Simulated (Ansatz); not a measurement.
**PtAs (zincblende): equation of state**

The task here is to estimate one member of a computed series from the others.

Program: Ansatz 0.2.0. Level of theory: DFT PBE, scalar-relativistic, plane waves, PAW. These are calculated values, not measurements.

3 further runs of the same task are left out: 2 that didn't finish, 1 set aside as unsound or not needed. Runs told in other sessions of the task aren't counted.

**The system as given**

It takes space group F-43m (No. 216, cubic). The conventional cell has a = 5.626 Å, b = 5.626 Å, c = 5.626 Å, α = 90.00°, β = 90.00°, γ = 90.00°. Pt (site symmetry -43m) is surrounded by 4 As at 2.44 Å. As (site symmetry -43m) is surrounded by 4 Pt at 2.44 Å.

Coordinates:

```
Pt As
1.0
     0.00000    2.81295    2.81295
     2.81295    0.00000    2.81295
     2.81295    2.81295    0.00000
Pt As
1 1
Direct
  0.00000 0.00000 0.00000
  0.25000 0.25000 0.25000
```

This cell comes from an earlier session at PBE: 22.258 Å³/atom at -0.05 GPa, on a 12×12×12 mesh.

Volume factors to run: 0.980, 1.020, 0.960, 1.040, 1.070, 1.100, 0.945.

Set-up of the first run:

Contents of input.yaml:

```yaml
crystal:
  lattice:
    - [0.0, 2.794067576, 2.794067576]
    - [2.794067576, 0.0, 2.794067576]
    - [2.794067576, 2.794067576, 0.0]
  atoms:
    - { symbol: Pt, position: [0.0, 0.0, 0.0] }
    - { symbol: As, position: [0.25, 0.25, 0.25] }
basis:
  ecutwfc: 420
  ecutrho_ratio: 4
kpoints:
  mp_grid: { grid: [12, 12, 12] }
hamiltonian:
  xc: pbe
scf:
  occupations: { method: gaussian, width: 0.05 }
output:
  forces: true
  stress: true
  eigenvalues: true
```

On the command line:

```console
$ ansatz run input.yaml --threads 2 --pin off --max-ram 2662MiB --backend cpu --events-out ev --progress --plain --runs-dir out
```

Steps of the session up to this table: Scaling the volume by 0.980; At 1.020 of the relaxed volume; Volume × 0.960; Volume × 1.040; Volume × 1.070; Scaling the volume by 1.100; Scaling the volume by 0.945.

One of the session's tables, all rows but one given; the rest of the session is left out.

It belongs to the step «The fit». 

```
volume (Å³/atom)  energy (meV/atom)  pressure (GPa)
          21.034              24.94            6.98
          21.368                  ?               ?
          21.813               2.95            2.23
          22.258               0.00           -0.05
          22.703               2.98           -2.06
          23.148              11.20           -3.84
          23.816              32.12           -6.14
          24.484              61.88           -8.05
```

Estimate the missing values for volume (Å³/atom) = 21.368.

Worked estimate for «energy (meV/atom)». A straight line through the neighbours (21.034, 24.94) and (21.813, 2.95) gives 24.94 + (2.95 − 24.94) × (21.368 − 21.034) / (21.813 − 21.034) = 15.51; a parabola fitted to 3 rows on both sides gives 12.89.

As computed: energy (meV/atom): 12.66; pressure (GPa): 4.82. In «energy (meV/atom)» the line misses by +2.85 and the parabola by +0.23.
